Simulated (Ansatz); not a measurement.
# ClH₄NOZn: a reaction path by the nudged elastic band

What path joins these two structures, and how high does it climb? Both ends were relaxed at PBE0-D4 in triple zeta.

The runs use Ansatz 0.2.0, Gaussian basis; PBE0-D4/def2-SVP.

22 further runs of the same task are left out: 22 set aside as unsound or not needed. Runs told in other sessions of the task aren't counted.

## 1. Where the work starts

The first end: 8 atoms, charge 0, spin multiplicity 1.

Atoms are counted from 1 here; the program's logs count them from 0.

Bond lengths: Zn1–N2 1.871 Å, Zn1–Cl3 2.117 Å, Zn1–O5 2.224 Å, N2–H6 1.013 Å, N2–H7 1.014 Å, H4–O5 0.978 Å, O5–H8 0.960 Å. Angles: N2–Zn1–Cl3 166.4°, N2–Zn1–O5 81.7°, Cl3–Zn1–O5 111.1°, Zn1–N2–H6 114.9°, Zn1–N2–H7 114.0°, H6–N2–H7 105.9°, Zn1–O5–H4 84.0°, Zn1–O5–H8 126.2°, H4–O5–H8 109.3°.

Coordinates:

```csv
atom,x (Å),y (Å),z (Å)
Zn1,-0.6511,0.1728,-0.7823
N2,1.0571,-0.5653,-0.5869
Cl3,-2.6010,0.7118,-1.4072
H4,0.4241,0.0515,1.2858
O5,-0.3313,0.6676,1.3623
H6,1.1868,-1.4631,-1.0366
H7,1.8036,0.0276,-0.9315
H8,-0.8882,0.3972,2.0965
```

The second end:

```xyz
8
charge 0, multiplicity 1
Zn   -0.9363    0.3428   -0.0351
N     0.9886   -0.4348   -0.5231
Cl   -2.1392    0.5603   -1.7918
H     1.4491   -0.4952    0.3798
O    -0.5807    0.4418    1.7418
H     0.9676   -1.3567   -0.9428
H     1.5341    0.1665   -1.1291
H    -1.2831    0.7753    2.3003
```

## 2. The band at PBE0-D4/def2-SVP

neb/in.yaml

```yaml
crystal:
  periodic: [false, false, false]
  atoms:
    - {symbol: Zn, position_ang: [-0.651137, 0.172807, -0.782338]}
    - {symbol: N, position_ang: [1.057057, -0.565280, -0.586900]}
    - {symbol: Cl, position_ang: [-2.601030, 0.711758, -1.407193]}
    - {symbol: H, position_ang: [0.424138, 0.051461, 1.285786]}
    - {symbol: O, position_ang: [-0.331257, 0.667558, 1.362263]}
    - {symbol: H, position_ang: [1.186769, -1.463123, -1.036622]}
    - {symbol: H, position_ang: [1.803620, 0.027591, -0.931462]}
    - {symbol: H, position_ang: [-0.888160, 0.397229, 2.096466]}
basis:
  gaussian: {orbitals: def2-SVP}
hamiltonian: {xc: pbe0, dispersion: d4}
neb:
  images: 5
  climbing: true
  max_iterations: 40
  initial_path: idpp
  final_atoms:
    - {symbol: Zn, position_ang: [-0.936296, 0.342821, -0.035060]}
    - {symbol: N, position_ang: [0.988631, -0.434838, -0.523087]}
    - {symbol: Cl, position_ang: [-2.139248, 0.560255, -1.791801]}
    - {symbol: H, position_ang: [1.449112, -0.495195, 0.379762]}
    - {symbol: O, position_ang: [-0.580745, 0.441759, 1.741751]}
    - {symbol: H, position_ang: [0.967605, -1.356683, -0.942751]}
    - {symbol: H, position_ang: [1.534068, 0.166543, -1.129073]}
    - {symbol: H, position_ang: [-1.283128, 0.775337, 2.300259]}
```

On the command line:

```console
ansatz run in.yaml --threads 8 --pin off --events-out ev --progress --plain --max-ram 19148MiB
```

Log, shortened:

```text
Functional definition: PBE0
  name "PBE0"
  cite "Adamo & Barone, J. Chem. Phys. 110, 6158 (1999) doi:10.1063/1.478522"
  cite "Perdew, Burke & Ernzerhof, Phys. Rev. Lett. 77, 3865 (1996) doi:10.1103/PhysRevLett.77.3865"
  parent pbe
[...]
1007 factors; integrals over basis functions are off by at most 3.5e-4 eV
[...]
mean field -64518.36066200 eV, -2371.0060222129 hartree, gradient 9.4e-6 eV, S^2 0.000000; 0 other end points of the search recorded, 0 dependent functions left out
[...]
reference -64518.36069418 eV, -2371.0060233956 hartree; 33, 33 occupied and 64, 64 virtual orbitals, 1007 factors
[... from here to the last solve, the lines of the solves are left out (85 solves) ...]
WARN: NEB end point (image 0): max|allowed force component| = 3.134e-1 eV/Å (the criterion of neb.relax_end_points is 1.000e-2). That is over neb.f_tol: it is no minimum, so the barrier can be far off. Relax it first
WARN: NEB end point (image 6): max|allowed force component| = 3.763e-1 eV/Å (the criterion of neb.relax_end_points is 1.000e-2). That is over neb.f_tol: it is no minimum, so the barrier can be far off. Relax it first
NEB iter   1: max|band force component| = 4.413e0 eV/Å  barrier→ = 1.7716 eV  barrier← = 2.3096 eV  Δτ_max = 0.2000 Å  (193 SCF iters)
[...]
NEB iter   3: max|band force component| = 9.064e0 eV/Å  barrier→ = 0.4205 eV  barrier← = 0.9586 eV  Δτ_max = 0.0986 Å  (150 SCF iters)
[...]
NEB iter   5: max|band force component| = 5.373e-1 eV/Å  barrier→ = 0.1102 eV  barrier← = 0.6483 eV  Δτ_max = 0.0780 Å  (145 SCF iters)
[...]
NEB iter   7: max|band force component| = 1.120e-1 eV/Å  barrier→ = 0.0852 eV  barrier← = 0.6232 eV  CI = image 2  Δτ_max = 0.0197 Å  (148 SCF iters)
NEB iter   8: max|band force component| = 8.099e-2 eV/Å  barrier→ = 0.0834 eV  barrier← = 0.6215 eV  CI = image 2  Δτ_max = 0.0279 Å  (150 SCF iters)
[...]
NEB iter   9: max|band force component| = 4.402e-2 eV/Å  barrier→ = 0.0824 eV  barrier← = 0.6205 eV  CI = image 2  Δτ_max = 0.0000 Å  (1034 SCF iters)
Total energy: -64518.39434769 eV, -2371.0072601392 hartree
Atom 0 at    -0.862459     0.330296    -0.560513 Å, force    -0.010612    -0.005058    -0.006582 eV/Å
Atom 1 at     0.963870    -0.403160    -0.488490 Å, force    -0.006580    -0.017104    -0.000258 eV/Å
Atom 2 at    -2.670927     0.776421    -1.587527 Å, force     0.005061     0.000062     0.003648 eV/Å
Atom 3 at     0.605639    -0.055818     0.775279 Å, force     0.002239     0.001533    -0.000792 eV/Å
Atom 4 at    -0.259719     0.500865     1.337164 Å, force     0.021636     0.007528     0.020228 eV/Å
Atom 5 at     1.095479    -1.389258    -0.708632 Å, force     0.001666     0.007788     0.002419 eV/Å
Atom 6 at     1.733527     0.100851    -0.925920 Å, force     0.000721     0.007496    -0.001906 eV/Å
Atom 7 at    -0.605408     0.139804     2.158638 Å, force    -0.014131    -0.002245    -0.016758 eV/Å
Dipole moment:     0.647657    -0.418572     0.310791 e Å
```

It took 54 s on 8 threads of Intel Xeon 6975P-C, shared host.

The last band:

```csv
image,path (Å),energy (kJ/mol),Zn1–O5 (Å),N2–H4 (Å),Zn1–N2 (Å),H4–O5 (Å)
0,0.00,0.0,2.22,2.07,1.87,0.98
1,0.48,-3.2,2.15,1.79,1.90,1.01
2,0.97,8.0,2.00,1.36,1.97,1.17
3,1.43,-28.9,1.88,1.07,2.07,1.60
4,1.90,-48.0,1.83,1.03,2.12,1.87
5,2.37,-52.8,1.82,1.03,2.12,2.20
6,2.84,-51.9,1.81,1.02,2.13,2.62
```

The highest image, 2:

```
Zn   -0.8625    0.3303   -0.5605
N     0.9639   -0.4032   -0.4885
Cl   -2.6709    0.7764   -1.5875
H     0.6056   -0.0558    0.7753
O    -0.2597    0.5009    1.3372
H     1.0955   -1.3893   -0.7086
H     1.7335    0.1009   -0.9259
H    -0.6054    0.1398    2.1586
```

## 3. Outcome

| quantity | value |
| --- | --- |
| PBE0-D4/def2-SVP, 9 iterations | highest 8.0 kJ/mol (image 2), last end -51.9 kJ/mol |
| from earlier runs: barrier over the separately found saddle, CCSD(T)/def2-TZVPP | 26.5 kJ/mol |

The highest image lies 8.0 kJ/mol above the first end, and it climbed, so it estimates the saddle. The ends are not quite minima at this level (largest force component 0.38 eV/Å), so the heights are unreliable: relaxing the first end would lower it and raise the barrier above it. The highest image is 18.6 kJ/mol below the CCSD(T) barrier in triple zeta, which comes from separate runs on the saddle.
